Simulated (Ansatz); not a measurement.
The system is Ta4NiO11.

```
Ta Ni O
1.0
     5.29285   -0.00032   -0.02518
    -0.04190    5.33569    0.02340
    -0.47620   -0.07999    7.89609
Ta Ni O
4 1 11
Direct
  0.52261 0.46364 0.51843
  0.55532 0.53163 0.98083
  0.02338 0.98832 0.50961
  0.04916 0.02484 0.01689
  0.06538 0.57998 0.26898
  0.96711 0.93834 0.23892
  0.21005 0.28324 0.42990
  0.27287 0.71995 0.06145
  0.33888 0.23820 0.03682
  0.30665 0.75341 0.45874
  0.50103 0.44858 0.74991
  0.70564 0.16332 0.48732
  0.73302 0.83358 0.94060
  0.85284 0.36497 0.07896
  0.81889 0.65561 0.47584
  0.07718 0.01239 0.74680
```

The cell was built by a generator and needn't be a form met in nature.

Base run:

| Property | Result |
| --- | --- |
| Program | Ansatz 0.2.0 |
| Functional | PBE |
| Potentials or basis | Ansatz PAW earlier set |
| Cutoff | 1080 eV |
| Density cutoff | 4320 eV |
| k mesh | 5 × 5 × 4 |
| Occupations | fermi-dirac, width 0.05 eV |
| Spin | collinear spin, ferromagnetic start |
| Starting moments | [0.0, 0.0, 0.0, 0.0, 1.0, 0.0, 0.0, 0.0, 0.0, 0.0, 0.0, 0.0, 0.0, 0.0, 0.0, 0.0] μB |

Its results: band gap on the k mesh 1.35 eV, indirect (least direct gap 1.43 eV); pressure 0.1 GPa; net moment 2.00 μB per cell; site moments Ta +0.00; Ni +1.51; O +0.09, +0.04, +0.06, +0.00, +0.07, +0.05 μB; largest force 0.015 eV/Å.

Task: The run is repeated on the same cell with these changes: potentials or basis from Ansatz PAW earlier set to PseudoDojo standard (PBE files); cutoff from 1080 eV to 1333 eV; density cutoff from 4320 eV to 5333 eV; valence electrons from 192 to 136. What comes out?

Result: Band gap on the k mesh 1.30 eV, indirect (least direct gap 1.39 eV); pressure -1.1 GPa; net moment 2.00 μB per cell; site moments Ta +0.00; Ni +1.52; O +0.09, +0.04, +0.06, +0.00, +0.08, +0.05 μB; largest force 0.098 eV/Å.

Caveats: odd divisions of the mesh miss points on the zone boundary, where band edges often lie, so the gap on the mesh can be too wide; spin-orbit coupling is left out, which moves the levels of the heavy elements; a cell with one magnetic atom can't hold antiferromagnetic order, which such compounds often take.

A k mesh can miss the band edges.

Not every run made on this cell is shown here.
